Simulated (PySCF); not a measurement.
**Changing the system itself: KLi⁺**

Aim: change spin, charge, geometry, field or solvent of KLi⁺, one at a time, and compare with the base run.

Program: PySCF 2.14.0. Level of theory: method and basis as typed in the scripts. These are calculated values, not measurements.

2 further runs of the same task are left out: 2 that didn't finish.

**1. Where the work starts**

KLi⁺: 2 atoms, charge 1, spin multiplicity 2.

No contacts short enough for the rule that draws bonds.

**2. Base script**

input.py

```python
from pyscf import gto, scf
from pyscf.hessian import thermo

mol = gto.M(
    atom='K 0 0 0; Li 0 0 3.497',
    basis='6-31g*',
    charge=1,
    spin=1,
    symmetry=True,
    verbose=4,
)
mf = scf.UHF(mol)
mf = mf.density_fit(auxbasis='def2-universal-jkfit')
mf.kernel()
hess = mf.Hessian().kernel()
print('wavenumber (cm^-1) =', thermo.harmonic_analysis(mol, hess)['freq_wavenumber'].round(1))
mf.dip_moment()
print('orbital energies (hartree):', [e[max(0, n-3):n+3].round(4) for e, n in zip(mf.mo_energy, mol.nelec)])
```

Started as:

```bash
OMP_NUM_THREADS=1 python input.py
```

The log of this run is left out.

Base result: E(SCF) = -606.416902 Eh, 9 cycles, ⟨S²⟩ = 0.750, wavenumbers 215 cm⁻¹.

The bond length is a typed value, not an optimised one, so the wavenumber is not that of the minimum. The dipole of an ion depends on the origin.

**3. PCM, ε = 2.27**

Edit 1 changes solvent: none (gas phase) → PCM, ε = 2.27; step after the SCF: frequency → analyze.

input.py

```python
from pyscf import gto, scf, solvent

mol = gto.M(
    atom='K 0 0 0; Li 0 0 3.497',
    basis='6-31g*',
    charge=1,
    spin=1,
    symmetry=True,
    verbose=4,
)
mf = scf.UHF(mol)
mf = mf.density_fit(auxbasis='def2-universal-jkfit')
mf = solvent.PCM(mf)
mf.with_solvent.eps = 2.27
mf.kernel()
mf.analyze()
print('orbital energies (hartree):', [e[max(0, n-3):n+3].round(4) for e, n in zip(mf.mo_energy, mol.nelec)])
```

Started as:

```bash
OMP_NUM_THREADS=1 python input.py
```

**4. Bond 3.252 Å**

Edit 2 changes bond length: 3.497 Å → 3.252 Å.

Edit input.py of step 2 so:

```diff
@@ -4,3 +4,3 @@
 mol = gto.M(
-    atom='K 0 0 0; Li 0 0 3.497',
+    atom='K 0 0 0; Li 0 0 3.252',
     basis='6-31g*',
```

**5. Electric field 0.001 a.u.**

Edit 3 changes electric field: none → 0.001 a.u.; point-group symmetry: on → off; step after the SCF: frequency → analyze.

input.py

```python
from pyscf import gto, scf

mol = gto.M(
    atom='K 0 0 0; Li 0 0 3.497',
    basis='6-31g*',
    charge=1,
    spin=1,
    verbose=4,
)
mf = scf.UHF(mol)
mf = mf.density_fit(auxbasis='def2-universal-jkfit')
field = 0.001  # electric field along z, atomic units
h = mf.get_hcore() + field*mol.intor('int1e_r')[2]
mf.get_hcore = lambda *args: h
e_nuc = mol.energy_nuc() - field*mol.atom_charges() @ mol.atom_coords()[:, 2]
mf.energy_nuc = lambda *args: e_nuc
mf.kernel()
mf.analyze()
print('orbital energies (hartree):', [e[max(0, n-3):n+3].round(4) for e, n in zip(mf.mo_energy, mol.nelec)])
```

**6. Bond 3.742 Å**

Edit 4 changes bond length: 3.497 Å → 3.742 Å.

Edit input.py of step 2 so:

```diff
@@ -4,3 +4,3 @@
 mol = gto.M(
-    atom='K 0 0 0; Li 0 0 3.497',
+    atom='K 0 0 0; Li 0 0 3.742',
     basis='6-31g*',
```

Q: Predict the outcome of this session. Wanted: for each run, E(SCF); from base; gap, α spin; after the SCF.

The runs gave:

| run | E(SCF) (hartree) | from base (eV) | cycles | gap, α spin (eV) | after the SCF |
| --- | --- | --- | --- | --- | --- |
| base | -606.416902 | 0 | 9 | 6.67 | highest mode 215 cm⁻¹ |
| PCM, ε = 2.27 | -606.460101 | -1.1755 | 9 | 6.45 | n/a |
| bond 3.252 Å | -606.412356 | +0.1237 | 9 | 6.86 | highest mode 256 cm⁻¹ |
| electric field 0.001 a.u. | -606.419008 | not comparable | 9 | 6.56 | n/a |
| bond 3.742 Å | -606.419213 | -0.0629 | 9 | 6.44 | highest mode 178 cm⁻¹ |

What this shows: Of the runs whose energies can be compared, “PCM, ε = 2.27” moves the SCF energy most (-1.175 eV). A continuum solvent with ε = 2.27 lowers the energy by 1.175 eV, a large gain because the system is charged.
